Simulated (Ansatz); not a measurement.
**LaP: a relaxation**

Wanted: a converged relaxation for LaP, and a check of what comes out. The structure is shown as the input types it.

Computed with Ansatz 0.2.0 (DFT, PBEsol, PAW with Ansatz's default frozen-core files, scalar-relativistic; relaxation of cell and atoms, unless a step's input says otherwise).

### Step 1. The system as given

The structure is cubic, space group Fm-3m (No. 225). The conventional cell has a = 6.025 Å, b = 6.025 Å, c = 6.025 Å, α = 90.00°, β = 90.00°, γ = 90.00°. Around La (site symmetry m-3m) lie 6 P at 3.01 Å. Around P (site symmetry m-3m) lie 6 La at 3.01 Å.

Structure file:

```
CELL_PARAMETERS angstrom
0.00000 3.01250 3.01250
3.01250 0.00000 3.01250
3.01250 3.01250 0.00000
ATOMIC_POSITIONS crystal
La 0.00000 0.00000 0.00000
P 0.50000 0.50000 0.50000
```

### Step 2. The run

input.yaml reads:

```yaml
crystal:
  lattice:
    - [0.0, 3.0125, 3.0125]
    - [3.0125, 0.0, 3.0125]
    - [3.0125, 3.0125, 0.0]
  atoms:
    - { symbol: La, position: [0.0, 0.0, 0.0] }
    - { symbol: P, position: [0.5, 0.5, 0.5] }
kpoints:
  mp_grid: { grid: [10, 10, 10] }
scf:
  occupations: { method: fermi_dirac, width: 0.05 }
  max_iter: 80
hamiltonian:
  xc: pbesol
  pseudopotentials: { kind: paw }
relax:
  f_tol: 0.002
  max_steps: 80
  cell: {}
  max_displacement: 5.0
output:
  forces: true
  stress: true
```

Command:

```bash
$ ansatz run input.yaml --threads 1 --pin off --max-ram 3072MiB --backend cpu --events-out ev --progress --plain --runs-dir out
```

What happens when this is run?

The run converged and reported no error. Convergence says nothing about whether the input makes sense.

The suspect setting: relax.max_displacement is 5.0. The risk: steps too long. It still converged here, which does not make the setting sound.

The test: delete relax.max_displacement (the default then holds).
